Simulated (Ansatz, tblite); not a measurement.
**Cd3Te3 wurtzite hole sphere (Cd3Te3H12): a ladder of methods and basis sets**

Aim: run the singlet of Cd3Te3 wurtzite hole sphere (Cd3Te3H12) at one geometry on many levels, and compare frontier levels, spin and run time.

The runs use Ansatz 0.2.0, Gaussian basis; as each input shows.

The runs, in order: GFN1-xTB, GFN2-xTB, PBE-D4/def2-TZVP, r2SCAN-D4/def2-TZVP, HF/def2-TZVP, revPBE-D4/def2-TZVP, B2PLYP/def2-TZVP, PBE-D4/def2-SVP, PBE0-D4/def2-SVP, MP2/def2-SVP, RPA/def2-SVP.

3 further runs of the same task are left out: 3 set aside as unsound or not needed. Runs told in other sessions of the task aren't counted.

## (1) The structure

The singlet was relaxed beforehand with PBE0-D4/def2-SVP.

18 atoms, charge 0, spin multiplicity 1.

Bond lengths: Cd1–H9 1.690 Å, Cd1–H10 1.691 Å, Cd2–H13 1.690 Å, Cd2–H14 1.691 Å, Cd3–H17 1.691 Å, Cd3–H18 1.690 Å, Te4–H7 1.661 Å, Te4–H8 1.662 Å, Te5–H11 1.662 Å, Te5–H12 1.661 Å, Te6–H15 1.662 Å, Te6–H16 1.661 Å. Angles: H9–Cd1–H10 172.4°, H13–Cd2–H14 172.4°, H17–Cd3–H18 172.4°, H7–Te4–H8 91.2°, H11–Te5–H12 91.3°, H15–Te6–H16 91.2°.

Geometry (Å):

```xyz
18
charge 0, multiplicity 1
Cd   -3.4124   -1.9623    0.0844
Cd    3.4030   -1.9729    0.0826
Cd    0.0069    3.9347    0.0826
Te   -0.0054   -2.5530   -0.0435
Te   -2.2074    1.2792   -0.0475
Te    2.2138    1.2738   -0.0431
H    -0.0066   -3.7773    1.0794
H    -0.0033   -3.6491   -1.2923
H    -3.6109   -2.0783   -1.5902
H    -3.4074   -1.9571    1.7757
H    -3.1568    1.8312   -1.2946
H    -3.2646    1.8932    1.0774
H     3.5965   -2.0831   -1.5930
H     3.4026   -1.9752    1.7739
H     3.1554    1.8122   -1.3020
H     3.2830    1.8913    1.0684
H     0.0045    3.9300    1.7739
H     0.0093    4.1626   -1.5922
```

Cd, Te take a core potential in the def2 sets. No spin-orbit coupling is included.

PBE0-D4/def2-TZVP was run before; its log isn't repeated, and its numbers join the tables.

## (2) GFN1-xTB

Tight binding, by tblite at 300 K electronic temperature and without a spin-polarisation term:

```python
tblite.interface.Calculator('GFN1-xTB', numbers, positions, charge=0, uhf=0).singlepoint()
```

Energy -554.6601 eV, HOMO -11.16 eV, LUMO -6.31 eV; 0.01 s.

## (3) GFN2-xTB

Tight binding, by tblite at 300 K electronic temperature and without a spin-polarisation term:

```python
tblite.interface.Calculator('GFN2-xTB', numbers, positions, charge=0, uhf=0).singlepoint()
```

Energy -465.6795 eV, HOMO -10.03 eV, LUMO -7.18 eV; 0.01 s.

## (4) PBE-D4/def2-TZVP

start.molden holds the orbitals of an earlier run on this state, given as this run's starting guess.

Contents of in.yaml:

```yaml
crystal:
  periodic: [false, false, false]
  atoms:
    - {symbol: Cd, position_ang: [-3.412431, -1.962311, 0.084368]}
    - {symbol: Cd, position_ang: [3.402971, -1.972852, 0.082627]}
    - {symbol: Cd, position_ang: [0.006850, 3.934696, 0.082582]}
    - {symbol: Te, position_ang: [-0.005413, -2.552963, -0.043456]}
    - {symbol: Te, position_ang: [-2.207443, 1.279234, -0.047472]}
    - {symbol: Te, position_ang: [2.213840, 1.273756, -0.043131]}
    - {symbol: H, position_ang: [-0.006583, -3.777320, 1.079413]}
    - {symbol: H, position_ang: [-0.003346, -3.649129, -1.292292]}
    - {symbol: H, position_ang: [-3.610920, -2.078290, -1.590163]}
    - {symbol: H, position_ang: [-3.407401, -1.957093, 1.775653]}
    - {symbol: H, position_ang: [-3.156818, 1.831178, -1.294555]}
    - {symbol: H, position_ang: [-3.264598, 1.893198, 1.077385]}
    - {symbol: H, position_ang: [3.596471, -2.083078, -1.592951]}
    - {symbol: H, position_ang: [3.402612, -1.975155, 1.773896]}
    - {symbol: H, position_ang: [3.155374, 1.812224, -1.301979]}
    - {symbol: H, position_ang: [3.283006, 1.891315, 1.068399]}
    - {symbol: H, position_ang: [0.004534, 3.930003, 1.773902]}
    - {symbol: H, position_ang: [0.009316, 4.162577, -1.592236]}
basis:
  gaussian: {orbitals: def2-TZVP, initial_orbitals: start.molden}
hamiltonian: {xc: pbe, dispersion: d4}
scf: {omitted_lower_state_checks: [starts]}
output: {forces: true, orbitals: {seedname: orbitals}}
```

Run with:

```sh
ansatz run in.yaml --threads 4 --pin off --events-out ev --progress --plain --max-ram 4787MiB
```

After this run come: r2SCAN-D4/def2-TZVP; HF/def2-TZVP; revPBE-D4/def2-TZVP; B2PLYP/def2-TZVP; PBE-D4/def2-SVP; PBE0-D4/def2-SVP; MP2/def2-SVP; RPA/def2-SVP.

Before running them: what should the planned runs give, taken together? Wanted: gap in def2-TZVP, named functionals and Hartree-Fock, smallest and largest; correlation energy, MP2/def2-SVP; binding an atom, functionals in def2-TZVP; PBE0 total energy, smallest basis above largest.

The runs gave:

| quantity | value |
| --- | --- |
| gap in def2-TZVP, named functionals and Hartree-Fock, smallest and largest | 3.36 eV (PBE-D4), 10.18 eV (HF) |
| correlation energy, MP2/def2-SVP | -43.55 eV |
| binding an atom, functionals in def2-TZVP | 1.70 (revPBE-D4) to 1.76 eV (r2SCAN-D4) |
| PBE0 total energy, smallest basis above largest | 4.39 eV (def2-SVP, def2-TZVP) |

In words: Orbital gaps of the named functionals and Hartree-Fock in def2-TZVP span 3.36 eV (PBE-D4) to 10.18 eV (HF); exact exchange widens it.
